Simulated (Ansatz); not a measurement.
**BClH4N2: rotation by 180° about the B2–N3 bond**

Aim: the minimum-energy path and barrier of the rotation by 180° about the B2–N3 bond. The ends are relaxed first, then joined by a nudged elastic band. SMILES of the start: NB(N)Cl.

Program: Ansatz 0.2.0. Level of theory: RKS B3LYP/def2-SVP. These are calculated values, not measurements.

**1. The system as given**

Bond lengths: N1–B2 1.473 Å, B2–N3 1.493 Å, B2–Cl4 1.806 Å, N1–H5 1.077 Å, N1–H6 1.030 Å, N3–H7 1.026 Å, N3–H8 1.087 Å. Angles: N1–B2–N3 118.9°, N1–B2–Cl4 122.3°, N3–B2–Cl4 118.8°, B2–N1–H5 108.6°, B2–N1–H6 113.8°, H5–N1–H6 106.8°, B2–N3–H7 110.9°, B2–N3–H8 108.6°, H7–N3–H8 107.2°.

Structure file:

```xyz
8

N    -0.5903    1.2866    0.0213
B    -0.3069   -0.1389   -0.2177
N     0.6883   -0.8323    0.6529
Cl   -1.0815   -1.0632   -1.5617
H    -0.3534    1.8377   -0.8726
H    -0.0321    1.6987    0.7826
H     0.2678   -1.6487    1.1102
H     1.5002   -1.1971    0.0292
```

**2. End point A**

File input.yaml:

```yaml
crystal:
  periodic: [false, false, false]
  atoms:
    - { symbol: "N", position_ang: [-0.5903, 1.2866, 0.0213] }
    - { symbol: B, position_ang: [-0.3069, -0.1389, -0.2177] }
    - { symbol: "N", position_ang: [0.6883, -0.8323, 0.6529] }
    - { symbol: Cl, position_ang: [-1.0815, -1.0632, -1.5617] }
    - { symbol: H, position_ang: [-0.3534, 1.8377, -0.8726] }
    - { symbol: H, position_ang: [-0.0321, 1.6987, 0.7826] }
    - { symbol: H, position_ang: [0.2678, -1.6487, 1.1102] }
    - { symbol: H, position_ang: [1.5002, -1.1971, 0.0292] }
basis:
  gaussian: { orbitals: def2-SVP }
hamiltonian:
  xc: b3lyp
relax:
  f_tol: 0.015
  max_steps: 40
output:
  orbitals: {}
```

Launch:

```bash
> ansatz run input.yaml --threads 1 --pin off --max-ram 2048MiB --backend cpu --events-out ev --progress --plain --runs-dir out
```

The program printed (excerpt; [...] marks lines left out):

```text
Warning: RAYON_NUM_THREADS=1 ignored (pool sized by the plan → 1); use --threads N
[...]
Functional definition: B3LYP
[...]
878 factors; integrals over basis functions are off by at most 2.6e-4 eV
[...]
mean field -16240.49479365 eV, -596.8271754639 hartree, gradient 3.6e-5 eV, S^2 0.000000; 0 other end points of the search recorded, 0 dependent functions left out
[...]
reference -16240.49501629 eV, -596.8271836457 hartree; 20, 20 occupied and 60, 60 virtual orbitals, 878 factors
relax step   1: F+E_penalty+E_count = -16240.49479365 eV  Δ(F+E_penalty+E_count) = +0.000e0 eV  max|allowed force component| = 2.310e0 eV/Å  Δτ_max = 0.0000 Å  (27 SCF iters, accepted)
[...]
relax step   3: F+E_penalty+E_count = -16241.17747472 eV  Δ(F+E_penalty+E_count) = -3.087e-1 eV  max|allowed force component| = 9.442e-1 eV/Å  Δτ_max = 0.2000 Å  (29 SCF iters, accepted)
[...]
relax step   5: F+E_penalty+E_count = -16241.42194663 eV  Δ(F+E_penalty+E_count) = -1.244e-1 eV  max|allowed force component| = 7.195e-1 eV/Å  Δτ_max = 0.2000 Å  (28 SCF iters, accepted)
[...]
relax step   7: F+E_penalty+E_count = -16241.62547381 eV  Δ(F+E_penalty+E_count) = -8.328e-2 eV  max|allowed force component| = 4.872e-1 eV/Å  Δτ_max = 0.2000 Å  (28 SCF iters, accepted)
[...]
relax step   9: F+E_penalty+E_count = -16241.67224693 eV  Δ(F+E_penalty+E_count) = -4.217e-3 eV  max|allowed force component| = 3.547e-2 eV/Å  Δτ_max = 0.0566 Å  (29 SCF iters, accepted)
[...]
relax step  10: F+E_penalty+E_count = -16241.67244960 eV  Δ(F+E_penalty+E_count) = -2.027e-4 eV  max|allowed force component| = 2.225e-2 eV/Å  Δτ_max = 0.0120 Å  (29 SCF iters, accepted)
[...]
relax step  11: F+E_penalty+E_count = -16241.67247932 eV  Δ(F+E_penalty+E_count) = -2.972e-5 eV  max|allowed force component| = 1.546e-3 eV/Å  Δτ_max = 0.0026 Å  (22 SCF iters, accepted)
878 factors; integrals over basis functions are off by at most 5.7e-4 eV
[...]
mean field -16241.67247932 eV, -596.8704546141 hartree, gradient 2.0e-5 eV, S^2 0.000000; 1 other end points of the search recorded, 0 dependent functions left out
[...]
reference -16241.67269837 eV, -596.8704626640 hartree; 20, 20 occupied and 60, 60 virtual orbitals, 878 factors
Total energy: -16241.67269837 eV, -596.8704626640 hartree
Atom 0 at    -0.207674     1.237781    -0.184860 Å, force    -0.000713     0.000062    -0.000118 eV/Å
Atom 1 at    -0.247654    -0.170155    -0.247055 Å, force    -0.001546    -0.000492    -0.001512 eV/Å
Atom 2 at     0.584742    -1.029393     0.498971 Å, force     0.000126    -0.000941    -0.000303 eV/Å
Atom 3 at    -1.451607    -0.927358    -1.362481 Å, force     0.001166     0.000540     0.000857 eV/Å
Atom 4 at    -0.824856     1.815610    -0.738619 Å, force     0.000049    -0.000229     0.000086 eV/Å
Atom 5 at     0.428273     1.756461     0.407117 Å, force     0.000639     0.000413     0.000321 eV/Å
Atom 6 at     0.521793    -2.035171     0.422114 Å, force    -0.000327     0.000466     0.000173 eV/Å
Atom 7 at     1.289083    -0.704976     1.149013 Å, force     0.000606     0.000182     0.000496 eV/Å
Dipole moment:     0.399316     0.251117     0.369893 e Å
```

Run time: 93 s. Hardware: 1 thread of an x86-64 CPU, shared host; peak memory 0.16 GiB.

Relaxation path:

```csv
step,energy from step 1 (eV),largest force component (eV/Å)
1,0.0000,2.3099
2,-0.3740,2.0185
3,-0.6827,0.9442
4,-0.8027,0.6699
5,-0.9272,0.7195
6,-1.0474,0.6918
7,-1.1307,0.4872
8,-1.1732,0.1559
9,-1.1775,0.0355
10,-1.1777,0.0222
11,-1.1777,0.0015
```

Step 1 is the start.

After: Bond lengths: N1–B2 1.410 Å, B2–N3 1.410 Å, B2–Cl4 1.807 Å, N1–H5 1.011 Å, N1–H6 1.012 Å, N3–H7 1.011 Å, N3–H8 1.012 Å. Angles: N1–B2–N3 124.6°, N1–B2–Cl4 117.7°, N3–B2–Cl4 117.7°, B2–N1–H5 122.0°, B2–N1–H6 123.7°, H5–N1–H6 114.3°, B2–N3–H7 122.0°, B2–N3–H8 123.7°, H7–N3–H8 114.3°.

**3. End point B**

The second end starts from a geometry with the move made by hand.

Edit input.yaml of step 2 so:

```diff
@@ -9,4 +9,4 @@
     - { symbol: H, position_ang: [-0.0321, 1.6987, 0.7826] }
-    - { symbol: H, position_ang: [0.2678, -1.6487, 1.1102] }
-    - { symbol: H, position_ang: [1.5002, -1.1971, 0.0292] }
+    - { symbol: H, position_ang: [1.59608, -0.35541, 0.62187] }
+    - { symbol: H, position_ang: [0.33888, -0.78973, 1.68118] }
 basis:
@@ -18,3 +18 @@
   max_steps: 40
-output:
-  orbitals: {}
```

Launch:

```bash
> ansatz run input.yaml --threads 1 --pin off --max-ram 2048MiB --backend cpu --events-out ev --progress --plain --runs-dir out
```

The program printed (excerpt; [...] marks lines left out):

```text
Warning: RAYON_NUM_THREADS=1 ignored (pool sized by the plan → 1); use --threads N
[...]
[... 1 set-up line as earlier in the session ...]
[...]
881 factors; integrals over basis functions are off by at most 2.7e-4 eV
[...]
mean field -16240.32457697 eV, -596.8209201162 hartree, gradient 9.3e-6 eV, S^2 0.000000; 0 other end points of the search recorded, 0 dependent functions left out
[...]
reference -16240.32479980 eV, -596.8209283052 hartree; 20, 20 occupied and 60, 60 virtual orbitals, 881 factors
relax step   1: F+E_penalty+E_count = -16240.32457697 eV  Δ(F+E_penalty+E_count) = +0.000e0 eV  max|allowed force component| = 2.381e0 eV/Å  Δτ_max = 0.0000 Å  (27 SCF iters, accepted)
[...]
relax step   3: F+E_penalty+E_count = -16240.86359052 eV  Δ(F+E_penalty+E_count) = -1.617e-1 eV  max|allowed force component| = 1.787e0 eV/Å  Δτ_max = 0.1949 Å  (28 SCF iters, accepted)
[...]
reference -16241.67266918 eV, -596.8704615913 hartree; 20, 20 occupied and 60, 60 virtual orbitals, 881 factors
Total energy: -16241.67266918 eV, -596.8704615913 hartree
Atom 0 at    -0.244849     1.390799    -0.246792 Å, force     0.003762     0.007273     0.003673 eV/Å
Atom 1 at    -0.194807    -0.009511    -0.091677 Å, force    -0.011354    -0.011435    -0.011751 eV/Å
Atom 2 at     0.620677    -0.685626     0.838588 Å, force     0.006828     0.002397     0.005754 eV/Å
Atom 3 at    -1.252468    -1.010614    -1.163251 Å, force     0.004043     0.005368     0.006783 eV/Å
Atom 4 at    -0.846326     1.832964    -0.928133 Å, force     0.000688    -0.003720    -0.000324 eV/Å
Atom 5 at     0.304357     2.037476     0.304729 Å, force     0.000588    -0.001495     0.000043 eV/Å
Atom 6 at     1.250760    -0.218693     1.478174 Å, force    -0.005098     0.000503    -0.000821 eV/Å
Atom 7 at     0.621716    -1.693335     0.916213 Å, force     0.000544     0.001109    -0.003357 eV/Å
Dipole moment:     0.350973     0.332339     0.355845 e Å
```

Wall time 79 s (1 thread of an x86-64 CPU, shared host); peak memory 0.25 GiB.

Relaxation path:

```csv
step,energy from step 1 (eV),largest force component (eV/Å)
1,0.0000,2.3808
2,-0.3773,1.7876
3,-0.5390,1.7870
4,-0.7435,0.8306
5,-0.8980,0.9619
6,-1.0628,0.9350
7,-1.2011,0.7034
8,-1.3015,0.3862
9,-1.3469,0.1085
10,-1.3479,0.0118
```

Step 1 is the start.

After: Bond lengths: N1–B2 1.410 Å, B2–N3 1.410 Å, B2–Cl4 1.808 Å, N1–H5 1.011 Å, N1–H6 1.012 Å, N3–H7 1.012 Å, N3–H8 1.011 Å. Angles: N1–B2–N3 124.7°, N1–B2–Cl4 117.6°, N3–B2–Cl4 117.6°, B2–N1–H5 122.0°, B2–N1–H6 123.7°, H5–N1–H6 114.3°, B2–N3–H7 123.8°, B2–N3–H8 122.0°, H7–N3–H8 114.3°.

**4. The band**

crystal.atoms is end A as relaxed above, and neb.final_atoms is end B, turned to lie on A. With 5 inner images the band has 7 in all. The start path is listed, through a guess of the saddle.

File input.yaml:

```yaml
crystal:
  periodic: [false, false, false]
  atoms:
    - { symbol: "N", position_ang: [-0.207674, 1.237781, -0.18486] }
    - { symbol: B, position_ang: [-0.247654, -0.170155, -0.247055] }
    - { symbol: "N", position_ang: [0.584742, -1.029393, 0.498971] }
    - { symbol: Cl, position_ang: [-1.451607, -0.927358, -1.362481] }
    - { symbol: H, position_ang: [-0.824856, 1.81561, -0.738619] }
    - { symbol: H, position_ang: [0.428273, 1.756461, 0.407117] }
    - { symbol: H, position_ang: [0.521793, -2.035171, 0.422114] }
    - { symbol: H, position_ang: [1.289083, -0.704976, 1.149013] }
basis:
  gaussian: { orbitals: def2-SVP }
hamiltonian:
  xc: b3lyp
neb:
  order_check: false
  images: 5
  f_tol: 0.03
  max_iterations: 60
  final_atoms:
    - { symbol: "N", position_ang: [-0.20673649, 1.23811606, -0.18604517] }
    - { symbol: B, position_ang: [-0.24756264, -0.16977209, -0.24618793] }
    - { symbol: "N", position_ang: [0.58446016, -1.02970049, 0.4993319] }
    - { symbol: Cl, position_ang: [-1.45370445, -0.92727628, -1.35998063] }
    - { symbol: H, position_ang: [-0.82417934, 1.81589952, -0.73961597] }
    - { symbol: H, position_ang: [0.42846855, 1.75730023, 0.40637035] }
    - { symbol: H, position_ang: [1.29362858, -0.70627965, 1.14476228] }
    - { symbol: H, position_ang: [0.51772561, -2.0354883, 0.42556517] }
  initial_path:
    images:
      - { positions_ang: [[-0.207674, 1.237781, -0.18486], [-0.247654, -0.170155, -0.247055], [0.584742, -1.029393, 0.498971], [-1.451607, -0.927358, -1.362481], [-0.824856, 1.81561, -0.738619], [0.428273, 1.756461, 0.407117], [0.521793, -2.035171, 0.422114], [1.289083, -0.704976, 1.149013]] }
      - { positions_ang: [[-0.27985243, 1.24749419, -0.13145746], [-0.32668485, -0.18008393, -0.21255359], [0.53362425, -1.02955885, 0.56389326], [-1.49805203, -0.960774, -1.34375246], [-0.60963123, 1.77009943, -0.82190839], [0.38355865, 1.70449815, 0.48270255], [0.58350798, -1.98486573, 0.34712942], [1.30562965, -0.62401027, 1.06014667]] }
      - { positions_ang: [[-0.35203085, 1.25720739, -0.07805491], [-0.4057157, -0.19001286, -0.17805219], [0.4825065, -1.02972469, 0.62881552], [-1.54449707, -0.99418999, -1.32502393], [-0.39440646, 1.72458885, -0.90519779], [0.3388443, 1.6525353, 0.5582881], [0.64522295, -1.93456047, 0.27214484], [1.32217631, -0.54304453, 0.97128034]] }
      - { positions_ang: [[-0.42420928, 1.26692058, -0.02465237], [-0.48474655, -0.19994179, -0.14355078], [0.43138876, -1.02989054, 0.69373779], [-1.5909421, -1.02760599, -1.30629539], [-0.17918168, 1.67907828, -0.98848718], [0.29412995, 1.60057245, 0.63387365], [0.70693793, -1.8842552, 0.19716027], [1.33872296, -0.4620788, 0.88241401]] }
      - { positions_ang: [[-0.35171835, 1.25731907, -0.07844997], [-0.40568524, -0.18988522, -0.17776316], [0.48241256, -1.02982719, 0.62893582], [-1.54519621, -0.99416275, -1.32419047], [-0.3941809, 1.72468536, -0.90553011], [0.33890949, 1.65281505, 0.55803922], [0.90250148, -1.49159669, 0.5130276], [1.06505718, -0.98654863, 0.73013107]] }
      - { positions_ang: [[-0.27922742, 1.24771757, -0.13224757], [-0.32662394, -0.17982865, -0.21197555], [0.53343636, -1.02976384, 0.56413386], [-1.49945033, -0.96071951, -1.34208555], [-0.60918012, 1.77029244, -0.82257304], [0.38368902, 1.70505764, 0.48220478], [1.09806503, -1.09893817, 0.82889494], [0.79139139, -1.51101847, 0.57784812]] }
      - { positions_ang: [[-0.20673649, 1.23811606, -0.18604517], [-0.24756264, -0.16977209, -0.24618793], [0.58446016, -1.02970049, 0.4993319], [-1.45370445, -0.92727628, -1.35998063], [-0.82417934, 1.81589952, -0.73961597], [0.42846855, 1.75730023, 0.40637035], [1.29362858, -0.70627965, 1.14476228], [0.51772561, -2.0354883, 0.42556517]] }
```

Launch:

```bash
> ansatz run input.yaml --threads 1 --pin off --max-ram 2048MiB --backend cpu --events-out ev --progress --plain --runs-dir out
```

The program printed (excerpt; [...] marks lines left out):

```text
Warning: RAYON_NUM_THREADS=1 ignored (pool sized by the plan → 1); use --threads N
[...]
[... 1 set-up line as earlier in the session ...]
[...]
878 factors; integrals over basis functions are off by at most 2.7e-4 eV
[...]
mean field -16241.67247596 eV, -596.8704544904 hartree, gradient 6.9e-6 eV, S^2 0.000000; 0 other end points of the search recorded, 0 dependent functions left out
[...]
reference -16241.67269339 eV, -596.8704624809 hartree; 20, 20 occupied and 60, 60 virtual orbitals, 878 factors
878 factors; integrals over basis functions are off by at most 3.0e-4 eV
[...]
mean field -16241.67245412 eV, -596.8704536878 hartree, gradient 7.3e-6 eV, S^2 0.000000; 0 other end points of the search recorded, 0 dependent functions left out
[...]
reference -16241.67267155 eV, -596.8704616782 hartree; 20, 20 occupied and 60, 60 virtual orbitals, 878 factors
[...]
NEB iter  16: max|band force component| = 1.656e-2 eV/Å  barrier→ = 0.6140 eV  barrier← = 0.6140 eV  CI = image 3  Δτ_max = 0.0000 Å  (235 SCF iters)
Total energy: -16241.05867001 eV, -596.8478975380 hartree
Atom 0 at    -0.116843     1.148896    -0.266275 Å, force    -0.000800     0.000524    -0.001114 eV/Å
Atom 1 at    -0.348682    -0.230873    -0.227781 Å, force     0.000051     0.000269    -0.000320 eV/Å
Atom 2 at     0.471811    -1.195731     0.490618 Å, force     0.000125     0.000034     0.002189 eV/Å
Atom 3 at    -1.787276    -0.809732    -1.155230 Å, force     0.000355    -0.000165     0.000199 eV/Å
Atom 4 at    -0.707642     1.795493    -0.776477 Å, force     0.000425     0.000087     0.000305 eV/Å
Atom 5 at     0.661049     1.582146     0.217383 Å, force     0.000125    -0.000611     0.000407 eV/Å
Atom 6 at     1.431781    -1.271877     0.160594 Å, force    -0.000341     0.000360    -0.000609 eV/Å
Atom 7 at     0.487901    -1.075523     1.501368 Å, force     0.000060    -0.000497    -0.001057 eV/Å
Dipole moment:     0.510356     0.557670     0.277491 e Å
this run last wrote the band of iteration 16 to <dir>
```

Wall time 9.4 min (1 thread of an x86-64 CPU, shared host); peak memory 0.25 GiB.

**5. What the band shows**

The 5 inner images lie between the fixed ends 0 and 6. Energy is taken from image 0, and the path length is the program's own coordinate along the band.

| image | path (Å) | energy (eV) | dihedral Cl4–B2–N3–H8 (°) | band force (eV/Å) |
| --- | --- | --- | --- | --- |
| 0 | 0.000 | 0.0000 | 180 | - |
| 1 | 0.605 | 0.1260 | -162 | 0.003 |
| 2 | 1.210 | 0.4416 | -142 | 0.002 |
| 3* | 1.815 | 0.6140 | -117 | 0.002 |
| 4 | 2.418 | 0.4426 | -81 | 0.017 |
| 5 | 3.021 | 0.1277 | -38 | 0.010 |
| 6 | 3.624 | 0.0000 | 0 | - |

The star marks the climbing image.

image, energy (eV) and a bar:
```
        0      0.000 
        1      0.126 ######
        2      0.442 ######################
        3      0.614 ##############################
        4      0.443 ######################
        5      0.128 ######
        6      0.000
```

How the highest energy settled:

```csv
iteration,highest image above image 0 (eV),largest band force (eV/Å)
1,30.4079,120.902
3,8.9269,24.060
5,4.1942,8.181
7,2.8549,5.700
9,1.9677,6.211
11,0.8725,2.263
13,0.6146,0.572
15,0.6140,0.063
16,0.6140,0.017
```

The band as a trajectory file:

```xyz
8
image=0 dE=0.0000
N    -0.208    1.238   -0.185
B    -0.248   -0.170   -0.247
N     0.585   -1.029    0.499
Cl   -1.452   -0.927   -1.362
H    -0.825    1.816   -0.739
H     0.428    1.756    0.407
H     0.522   -2.035    0.422
H     1.289   -0.705    1.149
8
image=1 dE=0.1260
N    -0.199    1.215   -0.185
B    -0.301   -0.188   -0.229
N     0.508   -1.046    0.557
Cl   -1.553   -0.905   -1.316
H    -0.817    1.825   -0.702
H     0.593    1.680    0.240
H     0.847   -1.935    0.218
H     1.016   -0.704    1.362
8
image=2 dE=0.4416
N    -0.151    1.175   -0.233
B    -0.340   -0.213   -0.219
N     0.442   -1.124    0.575
Cl   -1.693   -0.849   -1.235
H    -0.743    1.810   -0.754
H     0.656    1.609    0.199
H     1.178   -1.654    0.121
H     0.744   -0.812    1.490
8
image=3 dE=0.6140
N    -0.117    1.149   -0.266
B    -0.349   -0.231   -0.228
N     0.472   -1.196    0.491
Cl   -1.787   -0.810   -1.155
H    -0.708    1.795   -0.776
H     0.661    1.582    0.217
H     1.432   -1.272    0.161
H     0.488   -1.076    1.501
8
image=4 dE=0.4426
N    -0.144    1.172   -0.254
B    -0.308   -0.220   -0.259
N     0.590   -1.141    0.387
Cl   -1.722   -0.858   -1.188
H    -0.755    1.803   -0.756
H     0.539    1.628    0.340
H     1.577   -0.914    0.391
H     0.315   -1.528    1.284
8
image=5 dE=0.1277
N    -0.173    1.213   -0.221
B    -0.258   -0.191   -0.278
N     0.626   -1.047    0.424
Cl   -1.539   -0.911   -1.328
H    -0.769    1.820   -0.767
H     0.377    1.687    0.484
H     1.506   -0.713    0.793
H     0.323   -1.917    0.837
8
image=6 dE=0.0000
N    -0.207    1.238   -0.186
B    -0.248   -0.170   -0.246
N     0.584   -1.030    0.499
Cl   -1.454   -0.927   -1.360
H    -0.824    1.816   -0.740
H     0.428    1.757    0.406
H     1.294   -0.706    1.145
H     0.518   -2.035    0.426
```

**6. Frequencies at the highest image**

The geometry is the highest inner image of the first converged band.

File input.yaml:

```yaml
crystal:
  periodic: [false, false, false]
  atoms:
    - { symbol: "N", position_ang: [-0.116843, 1.148896, -0.266275] }
    - { symbol: B, position_ang: [-0.348682, -0.230873, -0.227781] }
    - { symbol: "N", position_ang: [0.471811, -1.195731, 0.490618] }
    - { symbol: Cl, position_ang: [-1.787276, -0.809732, -1.15523] }
    - { symbol: H, position_ang: [-0.707642, 1.795493, -0.776477] }
    - { symbol: H, position_ang: [0.661049, 1.582146, 0.217383] }
    - { symbol: H, position_ang: [1.431781, -1.271877, 0.160594] }
    - { symbol: H, position_ang: [0.487901, -1.075523, 1.501368] }
basis:
  gaussian: { orbitals: def2-SVP }
hamiltonian:
  xc: b3lyp
phonons: {}
```

Launch:

```bash
> ansatz run input.yaml --threads 1 --pin off --max-ram 2048MiB --backend cpu --events-out ev --progress --plain --runs-dir out
```

The program printed (excerpt; [...] marks lines left out):

```text
Warning: RAYON_NUM_THREADS=1 ignored (pool sized by the plan → 1); use --threads N
[...]
[... 1 set-up line as earlier in the session ...]
[...]
877 factors; integrals over basis functions are off by at most 4.0e-4 eV
[...]
mean field -16241.05850246 eV, -596.8478913807 hartree, gradient 1.2e-5 eV, S^2 0.000000; 0 other end points of the search recorded, 0 dependent functions left out
[...]
reference -16241.05872087 eV, -596.8478994071 hartree; 20, 20 occupied and 60, 60 virtual orbitals, 877 factors
[...]
877 factors; integrals over basis functions are off by at most 4.0e-4 eV
[...]
mean field -16241.05833851 eV, -596.8478853554 hartree, gradient 2.2e-6 eV, S^2 0.000000; 0 other end points of the search recorded, 0 dependent functions left out
[...]
reference -16241.05855692 eV, -596.8478933819 hartree; 20, 20 occupied and 60, 60 virtual orbitals, 877 factors
[...]
877 factors; integrals over basis functions are off by at most 4.0e-4 eV
[...]
WARN: phonons: modes at or below zero, which the zero-point energy, F, S and C_V leave out: 1, the lowest at -453.21 cm⁻¹. A minimum has none, and a first-order saddle one
[...]
Total energy: -16241.05872087 eV, -596.8478994071 hartree
Atom 0 at    -0.116843     1.148896    -0.266275 Å, force    -0.000755     0.000343    -0.001052 eV/Å
Atom 1 at    -0.348682    -0.230873    -0.227781 Å, force     0.000098     0.000295    -0.000383 eV/Å
Atom 2 at     0.471811    -1.195731     0.490618 Å, force     0.000110     0.000001     0.002217 eV/Å
Atom 3 at    -1.787276    -0.809732    -1.155230 Å, force     0.000216    -0.000200     0.000149 eV/Å
Atom 4 at    -0.707642     1.795493    -0.776477 Å, force     0.000468     0.000110     0.000309 eV/Å
Atom 5 at     0.661049     1.582146     0.217383 Å, force     0.000127    -0.000509     0.000418 eV/Å
Atom 6 at     1.431781    -1.271877     0.160594 Å, force    -0.000329     0.000437    -0.000630 eV/Å
Atom 7 at     0.487901    -1.075523     1.501368 Å, force     0.000064    -0.000478    -0.001028 eV/Å
Dipole moment:     0.510354     0.557672     0.277491 e Å
Vibrations: -453.21 337.44 365.91 463.02 464.94 525.95 620.41 630.96 883.76 974.15 1167.42 1370.92 1551.62 1594.30 3537.47 3583.48 3615.99 3688.85 cm⁻¹, zero-point energy 1.573148 eV
```

Wall time 3.4 min (1 thread of an x86-64 CPU, shared host); peak memory 0.25 GiB.

Of 18 modes, 1 is imaginary by more than 30 cm⁻¹ (453i cm⁻¹).

**7. Summary of results**

| quantity | value |
| --- | --- |
| end A | 10 moves, 1.178 eV lower |
| end B | 9 moves, 1.348 eV lower |
| barrier forwards | 0.614 eV |
| barrier backwards | 0.614 eV |
| second end relative to first | 0.000 eV |
| highest image | 3 of 0 to 6, climbing |
| band iterations | 16 |
| imaginary modes at the top | 453i cm⁻¹ |

The barrier from the first end is 0.61 eV, 24 times kT at 300 K; with a typical attempt rate of 10^13 per second that is roughly 10^3 events a second. The two ends lie within 1 meV of each other. The listed dihedral goes from 180° at end A through -117° at the highest image to 0° at end B. One imaginary mode, as a first-order saddle point has. These are electronic energies, with no zero-point or thermal terms.
